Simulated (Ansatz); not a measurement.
What does this script print? It uses Ansatz's Python interface.

Input file `POSCAR_srlih3`:
```text
SrLiH3
1.0
   4.63079100    0.00000000    0.00000000
   0.00000000    4.63079100    0.00000000
   0.00000000    0.00000000    4.63079100
Li Sr H
1 1 3
Direct
   0.00000000    0.00000000    0.00000000
   0.50000000    0.50000000    0.50000000
   0.00000000    0.50000000    0.50000000
   0.50000000    0.00000000    0.50000000
   0.50000000    0.50000000    0.00000000
```

`run_mass.py`:
```python
"""Band curvature masses of SrLiH3."""

import ansatz
from ase.io import read
import numpy as np

atoms = read("POSCAR_srlih3", format="vasp")
structure = ansatz.Crystal.from_ase(atoms)

calculation = (
    structure.calculation()
    .functional(ansatz.Functional.LDA)
    .pseudopotentials("nc")
    .kpoints(3, 3, 3)
    .eigensolver("auto")
    .scf(max_iterations=100)
    .occupations("fixed")
)
# find the band extrema among the mesh points first
done = calculation.band_table().run()
rep = done.report
levels = np.array(rep["eigenvalues_ev"])
filled = round(rep["n_electrons"] / 2)
edges = {"top filled band": (filled - 1, levels[:, filled - 1].argmax()), "lowest empty band": (filled, levels[:, filled].argmin())}
gap = levels[:, filled].min() - levels[:, filled - 1].max()
print(f"gap on the mesh {gap:.3f} eV")
if gap <= 0.05:
    print("no gap: band-edge masses have no meaning here")
    edges = {}
reciprocal = 2 * np.pi * np.linalg.inv(done.lattice.cell_ang).T
step = 0.03  # 1/A

# m/m_e = (hbar^2/m_e) / (d2E/dk2), with hbar^2/m_e = 7.61996 eV A^2
# a slope that is not zero means that the extremum lies off this mesh point
pairs = [(0, 1), (0, 2), (1, 2)]
moves = [sign * axis for axis in np.eye(3) for sign in (-1, 1)]
moves += [s1 * np.eye(3)[i] + s2 * np.eye(3)[j] for i, j in pairs for s1 in (1, -1) for s2 in (1, -1)]
for name, (band, index) in edges.items():
    together = int(np.sum(np.abs(levels[index] - levels[index, band]) < 2e-3))
    print(name, "at k =", np.round(rep["kpoints_frac"][index], 4), f"E = {levels[index, band]:.4f} eV, degeneracy {together}")
    centre = np.array(rep["kpoints_frac"][index]) @ reciprocal
    points = [centre] + [centre + step * move for move in moves]
    table = calculation.band_structure(points, intervals=1, cartesian=True).run().band_structure().channels[0].eigenvalues_ev
    if together > 1:
        level = np.flatnonzero(np.abs(levels[index] - levels[index, band]) < 2e-3)
        along = (table[1, level] + table[2, level] - 2 * table[0, level]) / step ** 2
        print("  degenerate level, no single mass tensor; masses of its branches along x:", np.round(7.61996 / along, 3), "m_e")
        continue
    e = table[:, band]
    hessian = np.diag((e[1:7:2] + e[2:7:2] - 2 * e[0]) / step ** 2)
    for (i, j), (pp, pm, mp, mm) in zip(pairs, e[7:].reshape(3, 4)):
        hessian[i, j] = hessian[j, i] = (pp - pm - mp + mm) / (4 * step ** 2)
    curvatures, axes = np.linalg.eigh(hessian)
    slope = (e[2:7:2] - e[1:7:2]) / (2 * step)
    print("  slope (eV A):", np.round(slope, 3) + 0.0, "" if np.abs(slope).max() < 0.05 else "- no extremum here, so these are local curvatures and no band-edge masses")
    for curvature, axis in zip(curvatures, axes.T):
        print(f"  principal mass {7.61996 / curvature:8.3f} m_e along", np.round(axis, 2) + 0.0)
```

```console
$ python run_mass.py
DeckWarning: basis.ecutwfc = 1006.821291 eV, auto-derived from the records' recommended cutoffs: set by Li (normal level)
gap on the mesh 2.661 eV
top filled band at k = [0.3333 0.3333 0.3333] E = 0.1823 eV, degeneracy 2
  degenerate level, no single mass tensor; masses of its branches along x: [-1.51  -6.251] m_e
lowest empty band at k = [0.     0.3333 0.3333] E = 2.8436 eV, degeneracy 1
  slope (eV A): [ 0.    -2.463 -2.463] - no extremum here, so these are local curvatures and no band-edge masses
  principal mass    1.968 m_e along [1. 0. 0.]
  principal mass    1.805 m_e along [ 0.   -0.71 -0.71]
  principal mass    0.437 m_e along [ 0.    0.71 -0.71]
```
(Warnings from the package without file and line.)

What to keep in mind:
- These settings explore the input space; cutoff and mesh may be short of convergence.
- Along an axis with an odd division the mesh misses the point at one half; a gap read on a finite mesh is an upper bound on this functional's gap.
- Semilocal gaps usually lie well under measured ones.
- The computed bands are complete only to about 5.5 eV above the Fermi level.
- Energy and stress may still move on a finer k-point mesh.
- This cell is a computed structure, which may not be the phase found in nature.
- Gaps and levels are Kohn-Sham values on a finite set of k-points, without spin-orbit coupling.
- The masses are finite-difference curvatures at extrema found on a coarse mesh, which needn't be the true band edges; a step that is long against the gap makes them too heavy. Negative values are curvatures of valence bands (the hole mass is their size). Spin-orbit coupling is left out, and light masses scale with the Kohn-Sham gap.
- Timing: 9.9 s on 1 thread of Intel(R) Xeon(R) Platinum 8259CL CPU @ 2.50GHz (Skylake/Cascade Lake) (shared host), peak memory 0.47 GiB.
